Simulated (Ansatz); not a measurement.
# CH3BrSi: the cost of one run

Computed with Ansatz 0.2.0 through its Python package. Level of theory: B3LYP/def2-SVP.

## 1. Starting point

Bond lengths: Si1–C2 1.867 Å, C2–Br3 1.933 Å, Si1–H4 1.471 Å, Si1–H5 1.470 Å, Si1–H6 1.471 Å. Angles: Si1–C2–Br3 109.5°, C2–Si1–H4 109.5°, C2–Si1–H5 109.4°, C2–Si1–H6 109.5°, H4–Si1–H5 109.4°, H4–Si1–H6 109.5°, H5–Si1–H6 109.4°.

No structure file is read: the coordinates are typed or built in the script.

## 2. The code

The input, ch3brsi.py:

```python
# -*- coding: utf-8 -*-
import ansatz as az
import numpy as np

SETTINGS = {
    "basis": "def2-SVP",
    "xc": "b3lyp",
}

molecule = (
    az.Crystal.molecule()
    .atom("Si", [-0.5707, -0.0202, 0.0282])
    .atom("C", [0.9967, -0.6374, -0.7768])
    .atom("Br", [2.5225, 0.2332, 0.0308])
    .atom("H", [-0.6807, 1.4339, -0.1615])
    .atom("H", [-1.7301, -0.6832, -0.5869])
    .atom("H", [-0.5378, -0.3264, 1.4662])
)

setup = molecule.calculation()
setup = setup.basis(gaussian=SETTINGS["basis"])
setup = setup.functional(SETTINGS["xc"])
setup = setup.spin("collinear", total=2)
symbols = [site.symbol for site in molecule.cartesian_sites]
pairs = [(0, 1), (0, 3), (0, 4), (0, 5), (1, 2)]
print("held (A)   E (eV)        ", "  ".join(f"{symbols[i]}{i}-{symbols[j]}{j}" for i, j in pairs))
for length in [1.35, 1.47, 1.59, 1.76, 1.99]:
    summary = setup.relax(constraints=[az.DistanceConstraint((0, 5), at=length)], force_tolerance=0.02, max_steps=60).run().report
    xyz = np.array(summary["positions_ang"])
    print(f"{length:6.2f} {summary['free_energy_ev']:14.5f}  ", "  ".join(f"{np.linalg.norm(xyz[i] - xyz[j]):.3f}" for i, j in pairs))
```

## 3. Launch

Started as:

```bash
> python ch3brsi.py
```

**Question.** How long does this script take on 1 thread of Arm Neoverse V1, shared host, and how much memory does it need?

About 2.9 min, with a peak of 0.29 GiB.
